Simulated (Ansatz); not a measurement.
# Ti2O: biaxial strain in the a-b plane

Aim: apply biaxial strain in the a-b plane to Ti2O from -3 to +3 %, where the length and tilt of c and the atoms relax, and follow energy, stress and any gap.

Computed with Ansatz 0.2.0 (DFT PBEsol, scalar-relativistic, plane waves, PAW, unless a step's input says otherwise).

3 further runs of the same task are left out: 3 set aside as unsound or not needed.

### Step 1. The starting structure

It takes space group P-3m1 (No. 164, trigonal). Conventional cell: a = 2.953 Å, b = 2.953 Å, c = 4.724 Å, α = 90.00°, β = 90.00°, γ = 120.00°. Around Ti (site symmetry 3m) lie 3 O at 2.11 Å. O (site symmetry -3m) has 6 Ti at 2.11 Å as nearest neighbours.

Coordinates:

```cif
data_structure
_symmetry_space_group_name_H-M 'P 1'
_symmetry_Int_Tables_number 1
_cell_length_a 2.9530
_cell_length_b 2.9530
_cell_length_c 4.7237
_cell_angle_alpha 90.000
_cell_angle_beta 90.000
_cell_angle_gamma 120.000
_cell_volume 35.67
loop_
_atom_site_label
_atom_site_type_symbol
_atom_site_fract_x
_atom_site_fract_y
_atom_site_fract_z
_atom_site_occupancy
Ti1 Ti 0.66667 0.33333 0.26267 1
Ti2 Ti 0.33333 0.66667 0.73733 1
O1 O 0.00000 0.00000 0.00000 1
```

It is the result of an earlier relaxation at this level (volume 11.89 Å³/atom; gap on the mesh: none (metal)).

The unstrained cell comes from an earlier run at this level (3 atoms, E(σ→0) -5511.8221 eV, gap none (metal)).

### Step 2. Strain -1.0 %

File input.yaml:

```yaml
crystal:
  lattice:
    - [2.9234224583, 0.0, 0.0]
    - [-1.4617112291, 2.5317581149, 0.0]
    - [0.0, 0.0, 4.7520760619]
  atoms:
    - { symbol: Ti, position: [0.6666666667, 0.3333333333, 0.2626749712] }
    - { symbol: Ti, position: [0.3333333333, 0.6666666667, 0.7373250288] }
    - { symbol: O, position: [0.0, 0.0, 0.0] }
basis:
  ecutwfc: 420
kpoints:
  mp_grid: { grid: [24, 24, 12] }
hamiltonian:
  xc: pbesol
scf:
  occupations: { method: gaussian, width: 0.1 }
output:
  forces: true
  stress: true
  eigenvalues: true
  write_density: true
  write_potential: true
  elf: true
  volumetric_format: npy
relax:
  adjacent_minimum: "off"
  f_tol: 0.008
  max_steps: 40
  cell: { stress_tol: 0.015, fix: [a, b, gamma] }
```

Command:

```
$ ansatz run input.yaml --threads 1 --pin off --max-ram 2560MiB --backend cpu --events-out ev --progress --plain --runs-dir out
```

Further runs follow: At +1.0 %; At -2.0 %; the cell strained by +2.0 %; the cell strained by -3.0 %; At +3.0 %.

Before running it: what results should come out? Wanted: (1/V) d²E/dε² at zero strain, cubic fit; strain of the free axis c per applied strain.

As calculated:

```
                                    quantity                    value
                         largest energy cost  25.7 meV/atom at -3.0 %
     (1/V) d²E/dε² at zero strain, cubic fit                  719 GPa
strain of the free axis c per applied strain                    -0.70
```

**Reading.** The curvature of the energy, 719 GPa, is twice the biaxial modulus. Compression by 3 % costs 25.7 meV/atom and stretching 22.3. The free axis c moves against the applied strain (factor -0.70). The final runs have no spin polarisation, so no magnetic state was tried and one may lie lower.
